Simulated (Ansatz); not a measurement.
# CH5BOS2: one species, many methods

How much do the methods differ for CH5BOS2? The plan is to run it at one geometry with functionals of several rungs and with coupled cluster. The yardstick is the atomisation energy at the CCSD(T) limit.

Computed with Ansatz 0.2.0, Gaussian basis. Level: functionals in def2-TZVPP, the program's frozen cores in correlated methods.

Plan: LDA (SPW92), PBE-D4, revPBE-D4, BLYP-D4, r2SCAN-D4, B97M-V, PBE0-D4, B3LYP-D4, r2SCANh-D4, r2SCAN0-D4, HSE06-D4, BHLYP-D4, CAM-B3LYP-D4, LC-ωPBE, ωB97X-V, ωB97M-V, B2PLYP, PBE-QIDH; CCSD(T)/def2-SVP; CCSD(T)/def2-TZVPP; MP2/def2-QZVPP; extrapolation to the limit; RPA on PBE.

### Step 1. Structure used throughout

All runs share one geometry, relaxed beforehand with PBE0-D4 in a triple-zeta def2 set.

SMILES `COB(S)S`, 10 atoms, charge 0, spin multiplicity 1.

Atoms are counted from 1 here; the program's logs count them from 0.

Bond lengths: C1–O2 1.415 Å, C1–H6 1.089 Å, C1–H7 1.094 Å, C1–H8 1.094 Å, O2–B3 1.350 Å, B3–S4 1.814 Å, B3–S5 1.823 Å, S4–H9 1.343 Å, S5–H10 1.341 Å. Angles: O2–C1–H6 107.5°, O2–C1–H7 110.9°, O2–C1–H8 110.9°, H6–C1–H7 109.2°, H6–C1–H8 109.2°, H7–C1–H8 109.1°, C1–O2–B3 122.0°, O2–B3–S4 119.4°, O2–B3–S5 120.7°, S4–B3–S5 119.9°, B3–S4–H9 95.2°, B3–S5–H10 96.2°.

### Step 2. LDA

This LDA is Slater exchange with PW92 correlation.

File in.yaml:

```yaml
crystal:
  periodic: [false, false, false]
  atoms:
    - {symbol: C, position_ang: [0.106612, -1.601318, -0.306289]}
    - {symbol: O, position_ang: [0.011538, -0.535482, 0.619857]}
    - {symbol: B, position_ang: [-0.041287, 0.753879, 0.223853]}
    - {symbol: S, position_ang: [-0.165520, 2.064155, 1.472173]}
    - {symbol: S, position_ang: [0.010760, 1.187344, -1.545671]}
    - {symbol: H, position_ang: [0.142612, -2.528838, 0.263463]}
    - {symbol: H, position_ang: [-0.763085, -1.620445, -0.969010]}
    - {symbol: H, position_ang: [1.014875, -1.514782, -0.909251]}
    - {symbol: H, position_ang: [-0.166022, 1.229214, 2.524694]}
    - {symbol: H, position_ang: [-0.067483, 2.514972, -1.370819]}
basis:
  gaussian: {orbitals: def2-TZVPP}
hamiltonian: {xc: lda}
output: {orbitals: {seedname: orbitals}}
```

Started as:

```bash
> ansatz run in.yaml --threads 4 --pin off --events-out ev --progress --plain --max-ram 10444MiB
```

Further steps of the session: PBE-D4 (GGA); revPBE-D4 (GGA); BLYP-D4 (GGA); r2SCAN-D4 (meta-GGA); B97M-V (meta-GGA); PBE0-D4 (hybrid); B3LYP-D4 (hybrid); r2SCANh-D4 (hybrid); r2SCAN0-D4 (hybrid); HSE06-D4 (hybrid); BHLYP-D4 (hybrid); CAM-B3LYP-D4 (range-separated); LC-ωPBE (range-separated); ωB97X-V (range-separated); ωB97M-V (range-separated); B2PLYP (double hybrid); PBE-QIDH (double hybrid); CCSD(T) in def2-SVP; CCSD(T) in def2-TZVPP; MP2 in def2-QZVPP; RPA on PBE orbitals.

**Question.** What will the summary of the whole plan be? Wanted: atomisation energy, CCSD(T)/CBS; farthest beyond LDA; mean size of error, GGA; mean size of error, meta-GGA; mean size of error, hybrid; mean size of error, range-separated; mean size of error, double hybrid; gap, smallest and largest; T1 diagnostic.

**Answer**, as computed:

| quantity | value |
| --- | --- |
| atomisation energy, CCSD(T)/CBS | 3715.4 kJ/mol |
| functionals within 18.6 kJ/mol (0.5 %) | revPBE-D4, BLYP-D4, B3LYP-D4, r2SCANh-D4, CAM-B3LYP-D4, PBE-QIDH |
| farthest beyond LDA | BHLYP-D4 (-111.1 kJ/mol) |
| mean size of error, GGA | 33.1 kJ/mol |
| mean size of error, meta-GGA | 41.5 kJ/mol |
| mean size of error, hybrid | 33.8 kJ/mol |
| mean size of error, range-separated | 22.2 kJ/mol |
| mean size of error, double hybrid | 24.6 kJ/mol |
| gap, smallest and largest | 5.27 eV (BLYP-D4), 12.47 eV (LC-ωPBE) |
| T1 diagnostic | 0.0130 |
| triples share of the correlation energy | 4.2 % |

In words: LDA overbinds by 588.6 kJ/mol (16 %). PBE-D4 misses by +97.2 kJ/mol. Double hybrids carry the basis error of their MP2 part in triple zeta, and no dispersion term here, so their miss is partly the set-up's. By mean error the best rung here is range-separated (22.2 kJ/mol) and the worst beyond LDA is meta-GGA (41.5 kJ/mol). hybrid functionals lie within the reference's doubt of that worst mean (33.8 kJ/mol), so those two tie. The gap between the best rungs is small, so their order is not settled. Misses under about 18.6 kJ/mol are within the doubt on the reference itself, which lacks core-valence correlation, relativity and higher excitations. Hartree-Fock recovers 73 % of the binding; the rest is correlation. CCSD(T) in def2-SVP is off by -194.9 kJ/mol, so the small basis spoils what the method gains. The gap grows from 5.3 to 12.5 eV across the functionals, mostly with the share of exact exchange.
